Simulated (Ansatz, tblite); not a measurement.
# GeBrMe3 (C₃H₉BrGe): one state, many levels

The task here is to estimate one member of a computed series from the others.

Computed with Ansatz 0.2.0, Gaussian basis. Level: as each input shows.

Plan: GFN1-xTB, GFN2-xTB, PBE-D4/def2-TZVP, r2SCAN-D4/def2-TZVP, ωB97M-V/def2-TZVP, r2SCANh-D4/def2-TZVP, CAM-B3LYP-D4/def2-TZVP, PBE+10HF/def2-SVP, PBE+15HF/def2-SVP, PBE+40HF/def2-SVP, PBE-D4/def2-SVP, PBE0-D4/def2-SVP, HF/6-31G, B3LYP-D4/6-31G, CCSD(T)/def2-SVP, MP2/def2-TZVP, RPA/def2-TZVP.

3 further runs of the same task are left out: 1 that didn't finish, 2 set aside as unsound or not needed.

**The relaxed structure**

The geometry is that of the singlet, from an earlier relaxation (r2SCAN-D4/def2-SVP).

14 atoms, charge 0, spin multiplicity 1.

Bond lengths: Ge1–Br2 2.346 Å, Ge1–C3 1.947 Å, Ge1–C7 1.947 Å, Ge1–C11 1.947 Å, C3–H4 1.100 Å, C3–H5 1.102 Å, C3–H6 1.100 Å, C7–H8 1.100 Å, C7–H9 1.102 Å, C7–H10 1.100 Å, C11–H12 1.100 Å, C11–H13 1.100 Å, C11–H14 1.102 Å. Angles: Br2–Ge1–C3 106.5°, Br2–Ge1–C7 106.5°, Br2–Ge1–C11 106.5°, C3–Ge1–C7 112.3°, C3–Ge1–C11 112.3°, C7–Ge1–C11 112.3°, Ge1–C3–H4 110.4°, Ge1–C3–H5 109.8°, Ge1–C3–H6 110.4°, H4–C3–H5 108.8°, H4–C3–H6 108.6°, H5–C3–H6 108.8°, Ge1–C7–H8 110.4°, Ge1–C7–H9 109.8°, Ge1–C7–H10 110.4°, H8–C7–H9 108.8°, H8–C7–H10 108.6°, H9–C7–H10 108.8° and more.

PBE0-D4/def2-TZVP was run before; its log isn't repeated, and its numbers join the tables.

The first run:

Tight binding, by tblite at 300 K electronic temperature and without a spin-polarisation term:

```python
tblite.interface.Calculator('GFN1-xTB', numbers, positions, charge=0, uhf=0).singlepoint()
```

Tight binding, by tblite at 300 K electronic temperature and without a spin-polarisation term:

```python
tblite.interface.Calculator('GFN2-xTB', numbers, positions, charge=0, uhf=0).singlepoint()
```

start.molden holds the orbitals of an earlier run on this state, given as this run's starting guess.

Contents of in.yaml:

```yaml
crystal:
  periodic: [false, false, false]
  atoms:
    - {symbol: Ge, position_ang: [0.001552, 0.001224, 0.376648]}
    - {symbol: Br, position_ang: [0.011904, 0.009304, 2.722465]}
    - {symbol: C, position_ang: [1.866230, 0.005506, -0.184143]}
    - {symbol: H, position_ang: [2.382330, 0.892985, 0.210509]}
    - {symbol: H, position_ang: [1.925513, 0.020265, -1.284415]}
    - {symbol: H, position_ang: [2.379961, -0.893636, 0.186554]}
    - {symbol: C, position_ang: [-0.939576, 1.613413, -0.177099]}
    - {symbol: H, position_ang: [-1.969515, 1.607083, 0.208743]}
    - {symbol: H, position_ang: [-0.972755, 1.667533, -1.277213]}
    - {symbol: H, position_ang: [-0.426085, 2.507283, 0.206334]}
    - {symbol: C, position_ang: [-0.929114, -1.620819, -0.165946]}
    - {symbol: H, position_ang: [-1.961888, -1.614851, 0.212297]}
    - {symbol: H, position_ang: [-0.414446, -2.508134, 0.230889]}
    - {symbol: H, position_ang: [-0.954121, -1.687156, -1.265644]}
basis:
  gaussian: {orbitals: def2-TZVP, initial_orbitals: start.molden}
hamiltonian: {xc: pbe, dispersion: d4}
scf: {omitted_lower_state_checks: [starts]}
output: {forces: true, orbitals: {seedname: orbitals}}
```

The run is started by

```bash
$ ansatz run in.yaml --threads 4 --pin off --events-out ev --progress --plain --max-ram 4787MiB
```

Among the steps run: PBE-D4/def2-TZVP; r2SCAN-D4/def2-TZVP; ωB97M-V/def2-TZVP; r2SCANh-D4/def2-TZVP; CAM-B3LYP-D4/def2-TZVP; PBE+10HF/def2-SVP; PBE+15HF/def2-SVP; PBE+40HF/def2-SVP; PBE-D4/def2-SVP; PBE0-D4/def2-SVP; HF/6-31G; B3LYP-D4/6-31G; CCSD(T)/def2-SVP; MP2/def2-TZVP; RPA/def2-TZVP.

One of the session's tables, all rows but one given; the rest of the session is left out.

| method | binding an atom (eV) |
| --- | --- |
| HF/6-31G | 2.729 |
| HF/def2-SVP | 2.856 |
| HF/def2-TZVP | 2.827 |
| PBE-D4/def2-SVP | 3.781 |
| PBE-D4/def2-TZVP | 3.769 |
| r2SCAN-D4/def2-TZVP | 3.743 |
| r2SCANh-D4/def2-TZVP | ? |
| B3LYP-D4/6-31G | 3.687 |
| PBE0-D4/def2-SVP | 3.758 |
| PBE0-D4/def2-TZVP | 3.741 |
| CAM-B3LYP-D4/def2-TZVP | 3.732 |
| ωB97M-V/def2-TZVP | 3.725 |
| MP2/def2-SVP | 3.578 |
| MP2/def2-TZVP | 3.647 |
| CCSD/def2-SVP | 3.532 |
| CCSD(T)/def2-SVP | 3.562 |

Q: Estimate the row for r2SCANh-D4/def2-TZVP from the others.

As computed: binding an atom (eV): 3.731. In the column «binding an atom (eV)» it lies between ωB97M-V/def2-TZVP (3.725) and CAM-B3LYP-D4/def2-TZVP (3.732).

Among the levels timed on like hardware and quicker than the yardstick, those that no quicker one beats, quickest first: HF/6-31G (1.6 s, -0.833 eV); B3LYP-D4/6-31G (2.1 s, +0.126 eV); MP2/def2-TZVP (6.5 s, +0.085 eV).

Limits of these values: Free atoms were run apart at each level; binding is atoms less cluster, divided by the number of atoms, without zero-point or spin-orbit terms. The yardstick is in a double-zeta basis, so levels in larger sets aren't compared like for like. CCSD(T)/def2-SVP isn't at the basis-set limit; small misses against it rank nothing.
